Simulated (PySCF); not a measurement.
# CH6GeO: the cost of one run

Programs: PySCF 2.14.0. All values are calculated, for the isolated system unless a continuum is named. Atoms count from 0, parts from 1.

### 1 The system as given

Each species was relaxed by itself at PBE0-D3(BJ)/def2-SVPD.

### 2 Energies of the species: wB97M-D3(BJ)/def2-TZVPD

The job: settings as JSON, then the geometry in Å.

```
{"job": {"kind": "react", "xc": "wB97M-D3(BJ)", "basis": "def2-TZVPD"}, "charge": 0, "multiplicity": 1}
-1 GeH5N charge 0 multiplicity 1
N      1.071480     0.015590    -0.341420
Ge    -0.732840    -0.009520     0.041160
H      1.603480     0.740200     0.128500
H      1.552250    -0.869440    -0.221180
H     -1.359940    -1.090040    -0.852550
H     -1.064340    -0.324990     1.519230
H     -1.278020     1.383880    -0.306280

-1 CH4O charge 0 multiplicity 1
C     -0.338160    -0.000040    -0.002100
O      0.946240     0.563930    -0.082840
H     -0.540620    -0.445900     0.987540
H     -0.510380    -0.767190    -0.777330
H     -1.059620     0.811610    -0.162220
H      1.606700    -0.118630     0.053790

+1 CH6GeO charge 0 multiplicity 1
C      0.785120     0.884400     0.707690
O      0.010530     0.752320    -0.453900
Ge    -0.797940    -0.811980    -0.773510
H      0.188300     0.737400     1.627270
H      1.200840     1.902150     0.733070
H      1.630100     0.170960     0.730230
H      0.279760    -1.910370    -0.866220
H     -1.758430    -1.114920     0.393560
H     -1.537530    -0.609460    -2.097920

+1 H3N charge 0 multiplicity 1
N      0.005170    -0.000640     0.284430
H      0.930590    -0.175140    -0.096370
H     -0.612210    -0.714220    -0.091750
H     -0.307660     0.891420    -0.087370
```

Method: wB97M-D3(BJ)/def2-TZVPD reaction energy of separated species, gas phase.

Run with:

```sh
> OMP_NUM_THREADS=1 python cluster_run.py task.json out
```

One launch serves the whole session: the jobs run in the order shown.

**Question.** How long does this first job take on 1 thread of Arm Neoverse V1, shared host, and how much memory does it need?

About 20 s, with a peak of 0.66 GiB.
